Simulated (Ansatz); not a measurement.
# Zr2CdF6: the cost of one run

Computed with Ansatz 0.2.0 (DFT PBE, scalar-relativistic, plane waves, PAW, unless a step's input says otherwise).

1 further run of the same task is left out (set aside as unsound or not needed).

## (1) The structure to begin with

The structure is cubic, space group Fm-3m (No. 225). The conventional cell has a = 7.945 Å, b = 7.945 Å, c = 7.945 Å, α = 90.00°, β = 90.00°, γ = 90.00°. Zr (site symmetry -43m) has 12 F at 2.81 Å as nearest neighbours. Cd (site symmetry m-3m) has 6 F at 2.14 Å as nearest neighbours. F (site symmetry 4mm) is surrounded by 1 Cd at 2.14 Å and 4 Zr at 2.81 Å.

Structure file:

```
CELL_PARAMETERS angstrom
0.00000 3.97243 3.97243
3.97243 0.00000 3.97243
3.97243 3.97243 0.00000
ATOMIC_POSITIONS crystal
Zr 0.25000 0.25000 0.25000
Zr 0.75000 0.75000 0.75000
Cd 0.00000 0.00000 0.00000
F 0.73100 0.26900 0.26900
F 0.26900 0.73100 0.73100
F 0.26900 0.73100 0.26900
F 0.73100 0.26900 0.73100
F 0.26900 0.26900 0.73100
F 0.73100 0.73100 0.26900
```

It is the end of an earlier relaxation with the same method, from a generated guess; it needn't be the stable form of this composition. At a tolerance of 0.05 Å it has space group Fm-3m (No. 225); it has 13.93 Å³/atom, an uncorrected energy of -1.65 eV/atom over the elements.

## (2) Bands, states and charges

The input, input.yaml:

```yaml
crystal:
  lattice:
    - [0.0, 3.9724324766, 3.9724324766]
    - [3.9724324766, 0.0, 3.9724324766]
    - [3.9724324766, 3.9724324766, 0.0]
  atoms:
    - { symbol: Zr, position: [0.25, 0.25, 0.25], spin: 1.36 }
    - { symbol: Zr, position: [0.75, 0.75, 0.75], spin: 1.36 }
    - { symbol: Cd, position: [0.0, 0.0, 0.0] }
    - { symbol: F, position: [0.7310002561, 0.2689997439, 0.2689997439] }
    - { symbol: F, position: [0.2689997439, 0.7310002561, 0.7310002561] }
    - { symbol: F, position: [0.2689997439, 0.7310002561, 0.2689997439] }
    - { symbol: F, position: [0.7310002561, 0.2689997439, 0.7310002561] }
    - { symbol: F, position: [0.2689997439, 0.2689997439, 0.7310002561] }
    - { symbol: F, position: [0.7310002561, 0.7310002561, 0.2689997439] }
basis:
  ecutwfc: 420
kpoints:
  mp_grid: { grid: [8, 8, 8] }
  band_path:
    path:
      - [[0.0, 0.0, 0.0], [0.5, 0.0, 0.5], [0.625, 0.25, 0.625]]
      - [[0.375, 0.375, 0.75], [0.0, 0.0, 0.0], [0.5, 0.5, 0.5], [0.5, 0.25, 0.75], [0.5, 0.0, 0.5]]
    npoints: 14
hamiltonian:
  xc: pbe
scf:
  occupations: { method: gaussian, width: 0.1 }
  n_extra_bands: 22
output:
  forces: true
  stress: true
  eigenvalues: true
  populations: true
  dos: { projected: true, de: 0.02, nscf_kmesh: { grid: [10, 10, 10] } }
  bader: true
  write_density: true
  write_potential: true
  elf: true
  volumetric_format: npy
magnetization:
  spin_polarized: true
checkpoint:
  read: start.run
  write: ck
  compress: false
  write_wavefunctions: false
  write_every: 100000
```

The run is started by

```
> ansatz run input.yaml --threads 1 --pin off --max-ram 2048MiB --backend cpu --events-out ev --progress --plain --runs-dir out
```

Q: Estimate wall time and peak memory on 1 thread of Arm Neoverse V2, shared host.

About 2 min, with a peak of 0.84 GiB.
